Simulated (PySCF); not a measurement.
# C₆H₁₂O₂: NMR shifts at several levels of theory, part 2 of 2

PySCF 2.14.0. Atoms count from 0. Earlier steps stand in the parts before.

### Step 5. NMR shieldings: wB97X-D/pcSseg-2

Job settings and geometry (Å):

```
{"job": {"kind": "nmr", "xc": "wB97X-D", "basis": "pcSseg-2", "pop": false}, "charge": 0, "multiplicity": 1}
C      2.437343     0.417814    -0.388737
C      1.355330     0.110044     0.633502
C     -0.027622    -0.118019     0.040140
C     -0.554844     1.091464    -0.723040
O     -0.548822     2.270836     0.032341
C     -1.064415    -0.723733     1.008161
O     -1.273417    -1.849488     0.167145
C     -0.246533    -1.435363    -0.727619
H      2.255744     1.376285    -0.897013
H      2.499333    -0.366844    -1.160384
H      3.424620     0.484560     0.091346
H      1.633037    -0.787696     1.211430
H      1.284382     0.937777     1.358723
H     -1.565145     0.852336    -1.112244
H      0.082083     1.279239    -1.602412
H     -1.176783     2.167617     0.755085
H     -1.990943    -0.138192     1.166286
H     -0.660725    -1.004863     1.998416
H      0.619984    -2.122114    -0.724011
H     -0.608537    -1.335729    -1.767363
```

Method: GIAO wB97X-D/pcSseg-2 NMR shielding, non-relativistic, gas phase.

The log of the run:

```text
coarse grid: 16128 points
cycle   1  E = -386.1468799506  dE =  1.309e+00  |g| = 8.866e-01  |ddm| = 2.925e+00
cycle   2  E = -386.1018963889  dE =  4.498e-02  |g| = 1.067e+00  |ddm| = 1.723e+00
cycle   3  E = -386.2903268938  dE = -1.884e-01  |g| = 6.548e-02  |ddm| = 9.708e-01
cycle   4  E = -386.2910225788  dE = -6.957e-04  |g| = 3.068e-02  |ddm| = 6.951e-02
cycle   5  E = -386.2912078570  dE = -1.853e-04  |g| = 1.062e-02  |ddm| = 3.522e-02
cycle   6  E = -386.2912282520  dE = -2.039e-05  |g| = 2.553e-03  |ddm| = 1.028e-02
cycle   7  E = -386.2912294632  dE = -1.211e-06  |g| = 7.158e-04  |ddm| = 2.716e-03
final grid: 154128 points
cycle   8  E = -386.2904818007  dE = -3.641e-04  |g| = 6.868e-03  |ddm| = 9.779e-02
cycle   9  E = -386.2904874446  dE = -5.644e-06  |g| = 5.298e-03  |ddm| = 1.596e-02
cycle  10  E = -386.2904935862  dE = -6.142e-06  |g| = 9.723e-04  |ddm| = 5.221e-03
cycle  11  E = -386.2904937303  dE = -1.441e-07  |g| = 6.285e-04  |ddm| = 1.348e-03
cycle  12  E = -386.2904937993  dE = -6.907e-08  |g| = 7.091e-05  |ddm| = 5.647e-04
cycle  13  E = -386.2904938007  dE = -1.389e-09  |g| = 3.356e-05  |ddm| = 1.568e-04
cycle  14  E = -386.2904938010  dE = -3.007e-10  |g| = 6.668e-06  |ddm| = 5.907e-05
converged SCF energy = -386.2904938010

GIAO shielding tensors (ppm)
atom      isotropic    diamagn.    paramagn.     s11        s22        s33       span
  0 C      174.834     238.582     -63.748    167.002    172.579    184.920     17.918
  1 C      154.238     241.695     -87.456    137.076    155.504    170.135     33.059
  2 C      138.431     248.358    -109.927    127.751    137.072    150.470     22.718
  3 C      114.301     239.112    -124.811     82.403    105.490    155.010     72.607
  4 O      310.388     380.179     -69.791    282.508    296.590    352.065     69.557
  5 C      100.342     244.418    -144.077     78.393     83.023    139.608     61.215
  6 O      343.483     385.324     -41.840    294.944    346.080    389.426     94.482
  7 C      104.009     245.637    -141.628     80.699     82.928    148.402     67.703
  8 H       30.418      29.194       1.224     25.089     29.954     36.211     11.122
  9 H       30.885      29.612       1.274     26.452     29.667     36.537     10.085
 10 H       30.455      27.067       3.388     25.814     27.519     38.032     12.218
 11 H       29.769      31.720      -1.950     24.757     29.392     35.159     10.401
 12 H       29.433      30.929      -1.496     26.008     28.635     33.657      7.650
 13 H       27.408      31.184      -3.776     22.641     27.704     31.880      9.238
 14 H       27.777      30.766      -2.989     25.389     27.571     30.372      4.982
 15 H       31.162      32.228      -1.065     21.883     28.766     42.838     20.955
 16 H       27.164      31.867      -4.703     24.035     27.109     30.348      6.313
 17 H       27.189      31.172      -3.983     24.478     26.998     30.091      5.613
 18 H       27.053      31.439      -4.387     23.414     27.714     30.030      6.616
 19 H       27.479      31.156      -3.677     24.632     26.916     30.889      6.257
```

It took 2.2 min on 8 threads of Intel Xeon Platinum 8259CL at 2.50GHz (Skylake/Cascade Lake), shared host.

This run: δ C5 82.2, C3 70.1, C2 46.0, C1 30.2, H17 4.23, H16 4.03 ppm (means over like atoms).

### Step 6. NMR shieldings: KT2/pcSseg-2

The job, as its differences from that of step 5:

```diff
@@ -1,2 +1,2 @@
-{"job": {"kind": "nmr", "xc": "wB97X-D", "basis": "pcSseg-2", "pop": false}, "charge": 0, "multiplicity": 1}
+{"job": {"kind": "nmr", "xc": "KT2", "basis": "pcSseg-2", "pop": false}, "charge": 0, "multiplicity": 1}
 C      2.437343     0.417814    -0.388737
```

Method: GIAO KT2/pcSseg-2 NMR shielding, non-relativistic, gas phase.

The log of the run:

```text
coarse grid: 16128 points
cycle   1  E = -392.4692342850  dE =  8.611e-01  |g| = 1.047e+00  |ddm| = 3.121e+00
cycle   2  E = -391.7772338533  dE =  6.920e-01  |g| = 2.101e+00  |ddm| = 6.530e+00
cycle   3  E = -392.6771054332  dE = -8.999e-01  |g| = 2.178e-01  |ddm| = 5.793e+00
cycle   4  E = -392.6842998154  dE = -7.194e-03  |g| = 1.222e-01  |ddm| = 3.003e-01
cycle   5  E = -392.6876799987  dE = -3.380e-03  |g| = 2.853e-02  |ddm| = 1.337e-01
cycle   6  E = -392.6878105306  dE = -1.305e-04  |g| = 1.355e-02  |ddm| = 4.682e-02
cycle   7  E = -392.6878474302  dE = -3.690e-05  |g| = 2.625e-03  |ddm| = 1.807e-02
cycle   8  E = -392.6878482245  dE = -7.944e-07  |g| = 1.589e-03  |ddm| = 4.214e-03
final grid: 154128 points
cycle   9  E = -392.7186024363  dE = -7.806e-04  |g| = 1.174e-02  |ddm| = 2.994e-01
cycle  10  E = -392.7185552136  dE =  4.722e-05  |g| = 1.755e-02  |ddm| = 3.316e-02
cycle  11  E = -392.7186300774  dE = -7.486e-05  |g| = 2.139e-03  |ddm| = 2.327e-02
cycle  12  E = -392.7186305699  dE = -4.926e-07  |g| = 1.538e-03  |ddm| = 3.553e-03
cycle  13  E = -392.7186310259  dE = -4.560e-07  |g| = 2.817e-04  |ddm| = 1.521e-03
cycle  14  E = -392.7186310416  dE = -1.569e-08  |g| = 7.904e-05  |ddm| = 3.756e-04
cycle  15  E = -392.7186310429  dE = -1.347e-09  |g| = 2.136e-05  |ddm| = 1.253e-04
cycle  16  E = -392.7186310430  dE = -7.708e-11  |g| = 8.925e-06  |ddm| = 3.491e-05
converged SCF energy = -392.7186310430

GIAO shielding tensors (ppm)
atom      isotropic    diamagn.    paramagn.     s11        s22        s33       span
  0 C      173.545     239.155     -65.610    165.420    171.045    184.170     18.750
  1 C      151.212     242.374     -91.163    132.910    152.571    168.154     35.244
  2 C      133.982     251.073    -117.091    121.627    133.108    147.209     25.582
  3 C      111.280     239.645    -128.365     77.868    101.556    154.416     76.548
  4 O      297.980     378.209     -80.229    271.093    287.930    334.917     63.824
  5 C       96.235     243.630    -147.395     73.252     78.424    137.027     63.775
  6 O      325.726     383.619     -57.893    270.544    330.075    376.560    106.016
  7 C      100.352     245.051    -144.700     76.183     78.048    146.824     70.640
  8 H       30.297      29.163       1.134     25.092     29.837     35.962     10.870
  9 H       30.714      29.665       1.049     26.452     29.501     36.187      9.735
 10 H       30.278      26.809       3.469     25.758     27.532     37.543     11.784
 11 H       29.486      31.455      -1.969     24.639     29.190     34.629      9.989
 12 H       29.046      30.688      -1.641     25.829     28.420     32.890      7.062
 13 H       26.984      30.773      -3.789     22.264     27.119     31.569      9.305
 14 H       27.433      30.401      -2.969     25.167     27.421     29.710      4.542
 15 H       31.086      32.131      -1.045     22.118     29.088     42.052     19.934
 16 H       26.687      31.115      -4.428     23.568     26.758     29.736      6.168
 17 H       26.748      30.597      -3.849     24.029     26.794     29.421      5.392
 18 H       26.576      30.878      -4.302     22.926     27.362     29.440      6.514
 19 H       27.028      30.523      -3.495     24.169     26.665     30.251      6.082
```

Wall time 92 s (8 threads of Intel Xeon Platinum 8259CL at 2.50GHz (Skylake/Cascade Lake), shared host).

This run: δ C5 84.0, C3 71.0, C2 48.3, C1 31.1, H17 4.51, H16 4.32 ppm (means over like atoms).

### Step 7. Shielding tensors: HF/pcSseg-2

The job, as its differences from that of step 6:

```diff
@@ -1,2 +1,2 @@
-{"job": {"kind": "nmr", "xc": "KT2", "basis": "pcSseg-2", "pop": false}, "charge": 0, "multiplicity": 1}
+{"job": {"kind": "nmr", "xc": "HF", "basis": "pcSseg-2", "pop": false}, "charge": 0, "multiplicity": 1}
 C      2.437343     0.417814    -0.388737
```

Level: GIAO HF/pcSseg-2 NMR shielding, non-relativistic, gas phase.

The log of the run:

```text
final grid: 154128 points
cycle   1  E = -383.8405902623  dE =  1.794e+00  |g| = 8.107e-01  |ddm| = 2.981e+00
cycle   2  E = -383.9584905089  dE = -1.179e-01  |g| = 4.815e-01  |ddm| = 1.054e+00
cycle   3  E = -383.9992614358  dE = -4.077e-02  |g| = 8.949e-02  |ddm| = 4.140e-01
cycle   4  E = -384.0015202076  dE = -2.259e-03  |g| = 1.865e-02  |ddm| = 1.057e-01
cycle   5  E = -384.0016200087  dE = -9.980e-05  |g| = 4.815e-03  |ddm| = 2.703e-02
cycle   6  E = -384.0016276052  dE = -7.597e-06  |g| = 1.549e-03  |ddm| = 7.230e-03
cycle   7  E = -384.0016285032  dE = -8.980e-07  |g| = 5.711e-04  |ddm| = 3.028e-03
cycle   8  E = -384.0016286255  dE = -1.223e-07  |g| = 1.564e-04  |ddm| = 1.100e-03
cycle   9  E = -384.0016286375  dE = -1.201e-08  |g| = 3.715e-05  |ddm| = 3.648e-04
cycle  10  E = -384.0016286381  dE = -6.204e-10  |g| = 1.274e-05  |ddm| = 7.667e-05
converged SCF energy = -384.0016286381

GIAO shielding tensors (ppm)
atom      isotropic    diamagn.    paramagn.     s11        s22        s33       span
  0 C      181.156     235.091     -53.936    174.071    179.389    190.007     15.936
  1 C      164.370     239.215     -74.845    149.779    165.413    177.919     28.140
  2 C      151.151     247.864     -96.713    138.524    150.545    164.385     25.861
  3 C      128.885     236.522    -107.638    101.547    120.675    164.432     62.885
  4 O      324.230     380.910     -56.680    290.071    310.340    372.280     82.209
  5 C      115.575     242.129    -126.555     94.363    100.823    151.538     57.175
  6 O      359.293     386.601     -27.309    314.623    363.527    399.728     85.104
  7 C      118.859     243.234    -124.375     94.255    103.020    159.301     65.046
  8 H       30.685      29.397       1.288     25.134     30.198     36.723     11.588
  9 H       31.188      29.685       1.502     26.512     29.972     37.079     10.567
 10 H       30.720      26.723       3.997     25.906     27.589     38.665     12.759
 11 H       30.201      31.510      -1.308     25.011     29.596     35.997     10.986
 12 H       29.975      30.916      -0.940     26.271     28.946     34.710      8.439
 13 H       28.058      31.424      -3.366     23.208     28.242     32.723      9.515
 14 H       28.357      31.069      -2.712     25.733     27.854     31.482      5.749
 15 H       31.151      32.239      -1.088     21.381     28.253     43.818     22.437
 16 H       27.812      32.083      -4.271     24.487     27.532     31.417      6.930
 17 H       27.794      31.298      -3.504     24.944     27.313     31.125      6.181
 18 H       27.678      31.518      -3.841     23.902     28.090     31.041      7.139
 19 H       28.080      31.432      -3.352     25.073     27.243     31.923      6.850
```

It took 72 s on 8 threads of Intel Xeon Platinum 8259CL at 2.50GHz (Skylake/Cascade Lake), shared host.

In short: δ C5 74.3, C3 62.6, C2 40.3, C1 27.1, H17 3.95, H16 3.74 ppm (means over like atoms).

### Step 8. Run by run: NMR shifts

Shifts (ppm) of some atoms, chosen among heavy atoms and hydrogens apart, means over like atoms, with basis size and wall time:

```csv
run,C5,C3,C2,H17,H16,O4,O6,functions,time
PBE0/pcSseg-2,82.6,70.0,45.6,4.29,4.09,18.9,-12.8,456,1.7 min
PBE/pcSseg-2,85.9,73.1,47.7,4.48,4.29,27.6,-2.3,456,78 s
wB97X-D/pcSseg-2,82.2,70.1,46.0,4.23,4.03,16.4,-16.6,456,2.2 min
KT2/pcSseg-2,84.0,71.0,48.3,4.51,4.32,26.4,-1.4,456,92 s
HF/pcSseg-2,74.3,62.6,40.3,3.95,3.74,2.1,-33.0,456,72 s
```

### Step 9. What came out

What follows sums up all 2 parts.

```
                                                               quantity                                   value
                                                            point group                                      C1
                                   rotational constants (main isotopes)                    2.53, 1.79, 1.32 GHz
13C shifts against TMS (PBE0/pcSseg-2, means over atoms taken as alike)         82.6, 70.0, 45.6, 30.2, 9.1 ppm
 1H shifts against TMS (PBE0/pcSseg-2, means over atoms taken as alike)  4.29, 4.09, 3.81, 1.79, 0.75, 0.19 ppm
                                 17O shifts against H2O (PBE0/pcSseg-2)                         18.9, -12.8 ppm
                                               range of the shift of O6                       -33.0 to -1.4 ppm
```

Single values in the summary come from the first run of each kind that ended normally (PBE0/pcSseg-2), which need not be the best level. The optimisation took 6 steps and gained 0.046 eV; among the close pairs (by a distance rule), C0–H9 changed most, from 1.088 to 1.102 Å. At PBE0/pcSseg-2: The widest tensor belongs to O6: span 93 ppm, with a paramagnetic part of -45 ppm. Across the 5 runs the shift of O6 moves most, between -33.0 (HF/pcSseg-2) and -1.4 ppm (KT2/pcSseg-2).
